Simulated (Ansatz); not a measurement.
# Mg5ZnS6: the cost of one run

Method: DFT PBE, scalar-relativistic, plane waves, PAW, unless a step names another level, in Ansatz 0.2.0.

1 further run of the same task is left out (set aside as unsound or not needed). Runs told in other sessions of the task aren't counted.

### Step 1. Starting point

The structure is trigonal, space group P31m (No. 157). Conventional cell: a = 6.960 Å, b = 6.960 Å, c = 6.470 Å, α = 90.00°, β = 90.00°, γ = 120.00°. Mg (site symmetry m) has 4 S at 2.45 to 2.47 Å in its first shell of neighbours. Mg (site symmetry 3) is surrounded by 4 S at 2.47 to 2.48 Å. Zn (site symmetry 3m) has 4 S at 2.37 to 2.38 Å in its first shell of neighbours. S (site symmetry m) has 1 Zn at 2.38 Å and 3 Mg at 2.47 to 2.48 Å in its first shell of neighbours. S (site symmetry 3) has 4 Mg at 2.45 to 2.47 Å in its first shell of neighbours. S (site symmetry 3m) is surrounded by 1 Zn at 2.37 Å and 3 Mg at 2.45 Å.

Structure file:

```
Mg Zn S
1.0
     6.95951    0.00000    0.00000
    -3.47976    6.02711    0.00000
     0.00000    0.00000    6.46989
Mg Zn S
5 1 6
Direct
  0.00000 0.66983 0.00241
  0.66983 0.00000 0.00241
  0.33017 0.33017 0.00241
  0.33333 0.66667 0.50294
  0.66667 0.33333 0.50294
  0.00000 0.00000 0.50421
  0.00000 0.67689 0.38467
  0.67689 0.00000 0.38467
  0.32311 0.32311 0.38467
  0.33333 0.66667 0.88427
  0.00000 0.00000 0.87012
  0.66667 0.33333 0.88427
```

It is the end of an earlier relaxation with the same method, from a generated guess; it is a trial structure. At a tolerance of 0.02 Å it has space group P31m (No. 157); it has 22.62 Å³/atom, an uncorrected energy of -1.33 eV/atom over the elements and, on its mesh, gap 3.14 eV.

### Step 2. Elastic constants, atoms relaxed

Contents of input.yaml:

```yaml
crystal:
  lattice:
    - [6.9608645206, 0.0, 0.0]
    - [-3.4804322603, 6.0282855072, 0.0]
    - [0.0, 0.0, 6.4669947379]
  atoms:
    - { symbol: Mg, position: [0.0, 0.6698497912, 0.0022713501] }
    - { symbol: Mg, position: [0.6698497912, 0.0, 0.0022713501] }
    - { symbol: Mg, position: [0.3301502088, 0.3301502088, 0.0022713501] }
    - { symbol: Mg, position: [0.3333333333, 0.6666666667, 0.502792316] }
    - { symbol: Mg, position: [0.6666666667, 0.3333333333, 0.502792316] }
    - { symbol: Zn, position: [0.0, 0.0, 0.504060162] }
    - { symbol: S, position: [0.0, 0.6769643569, 0.3848228586] }
    - { symbol: S, position: [0.6769643569, 0.0, 0.3848228586] }
    - { symbol: S, position: [0.3230356431, 0.3230356431, 0.3848228586] }
    - { symbol: S, position: [0.3333333333, 0.6666666667, 0.8844392957] }
    - { symbol: S, position: [0.0, 0.0, 0.8701919887] }
    - { symbol: S, position: [0.6666666667, 0.3333333333, 0.8844392957] }
basis:
  ecutwfc: 420
kpoints:
  mp_grid: { grid: [6, 6, 4] }
hamiltonian:
  xc: pbe
scf:
  occupations: { method: fixed }
output:
  forces: true
  stress: true
  eigenvalues: true
  polarization: {}
elastic:
  mode: relaxed_ion
  stencil: two_point
```

On the command line:

```bash
$ ansatz run input.yaml --threads 4 --pin off --max-ram 8192MiB --backend cpu --events-out ev --progress --plain --runs-dir out
```

Q: Estimate wall time and peak memory on 4 threads of Intel Xeon 6975P-C (Granite Rapids), shared host.

About 7.9 min, with a peak of 1.4 GiB.
